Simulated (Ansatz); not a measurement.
**CH4ClInSe: up Jacob's ladder to CCSD(T)**

One table from this session's results is given with a row withheld; the runs are named, their logs left out.

Method: functionals in def2-TZVPP, the program's frozen cores in correlated methods; program: Ansatz 0.2.0, Gaussian basis.

Levels to be run: LDA (SPW92), PBE-D4, revPBE-D4, BLYP-D4, r2SCAN-D4, B97M-V, PBE0-D4, B3LYP-D4, r2SCANh-D4, r2SCAN0-D4, HSE06-D4, BHLYP-D4, CAM-B3LYP-D4, LC-ωPBE, ωB97X-V, ωB97M-V, B2PLYP, PBE-QIDH; CCSD(T)/def2-SVP; CCSD(T)/def2-TZVPP; MP2/def2-QZVPP; extrapolation to the limit; RPA on PBE.

## The geometry

The geometry comes from an earlier relaxation with PBE0-D4 in a triple-zeta def2 set; it is a stationary point, not always the lowest conformer. In takes the def2 core potential; no spin-orbit term is included.

SMILES `C[Se][InH][Cl]`, 8 atoms, charge 0, spin multiplicity 1.

Atoms are counted from 1 here; the program's logs count them from 0.

Bond lengths: C1–Se2 1.962 Å, C1–H5 1.086 Å, C1–H6 1.089 Å, C1–H7 1.086 Å, Se2–In3 2.475 Å, In3–Cl4 2.344 Å, In3–H8 1.701 Å. Angles: Se2–C1–H5 110.5°, Se2–C1–H6 105.6°, Se2–C1–H7 110.3°, H5–C1–H6 110.0°, H5–C1–H7 110.2°, H6–C1–H7 110.0°, C1–Se2–In3 99.1°, Se2–In3–Cl4 111.2°, Se2–In3–H8 131.3°, Cl4–In3–H8 117.6°.

The first run:

Input file in.yaml:

```yaml
crystal:
  periodic: [false, false, false]
  atoms:
    - {symbol: C, position_ang: [-0.381394, 1.400428, -0.335469]}
    - {symbol: Se, position_ang: [0.417106, 0.722857, 1.323493]}
    - {symbol: In, position_ang: [0.592401, -1.671801, 0.722170]}
    - {symbol: Cl, position_ang: [-0.244140, -2.067227, -1.431310]}
    - {symbol: H, position_ang: [-1.318854, 0.891709, -0.541504]}
    - {symbol: H, position_ang: [-0.562067, 2.460018, -0.162936]}
    - {symbol: H, position_ang: [0.306608, 1.270502, -1.166108]}
    - {symbol: H, position_ang: [1.190340, -3.006476, 1.591675]}
basis:
  gaussian: {orbitals: def2-TZVPP}
hamiltonian: {xc: lda}
output: {orbitals: {seedname: orbitals}}
```

Among the steps run: LDA; PBE-D4 (GGA); revPBE-D4 (GGA); BLYP-D4 (GGA); r2SCAN-D4 (meta-GGA); B97M-V (meta-GGA); PBE0-D4 (hybrid); B3LYP-D4 (hybrid); r2SCANh-D4 (hybrid); r2SCAN0-D4 (hybrid); HSE06-D4 (hybrid); BHLYP-D4 (hybrid); CAM-B3LYP-D4 (range-separated); LC-ωPBE (range-separated); ωB97X-V (range-separated); ωB97M-V (range-separated); B2PLYP (double hybrid); PBE-QIDH (double hybrid).

One of the session's tables, all rows but one given; the rest of the session is left out.

It belongs to the step «Orbital energies across the functionals». 

```
  functional  HOMO (eV)  LUMO (eV)  gap (eV)
 LDA (SPW92)      -6.06      -2.54      3.51
      PBE-D4      -5.91      -2.27      3.64
   revPBE-D4      -5.85      -2.15      3.70
     BLYP-D4      -5.75      -2.21      3.54
   r2SCAN-D4      -6.15      -2.06      4.09
      B97M-V      -6.22      -2.28      3.94
     PBE0-D4      -6.99      -1.60      5.39
    B3LYP-D4      -6.77      -1.85      4.93
  r2SCANh-D4      -6.55      -1.82      4.73
  r2SCAN0-D4      -7.15      -1.47      5.68
    HSE06-D4      -6.59      -1.96      4.64
    BHLYP-D4          ?          ?         ?
CAM-B3LYP-D4      -8.24      -0.80      7.44
     LC-ωPBE      -9.56       0.27      9.83
     ωB97X-V      -9.23       0.14      9.37
     ωB97M-V      -9.10      -0.09      9.01
```

Q: Estimate the row for BHLYP-D4 from the others.

Worked estimate for «HOMO (eV)». Against the share of exact exchange, BLYP-D4 (0, -5.75), B3LYP-D4 (0.2, -6.77) give a slope of -5.10 per unit share; at 0.5 the line stands at -8.30.

**Answer.** HOMO (eV): -7.93; LUMO (eV): -0.96; gap (eV): 6.97. In «HOMO (eV)» the line misses by -0.37.
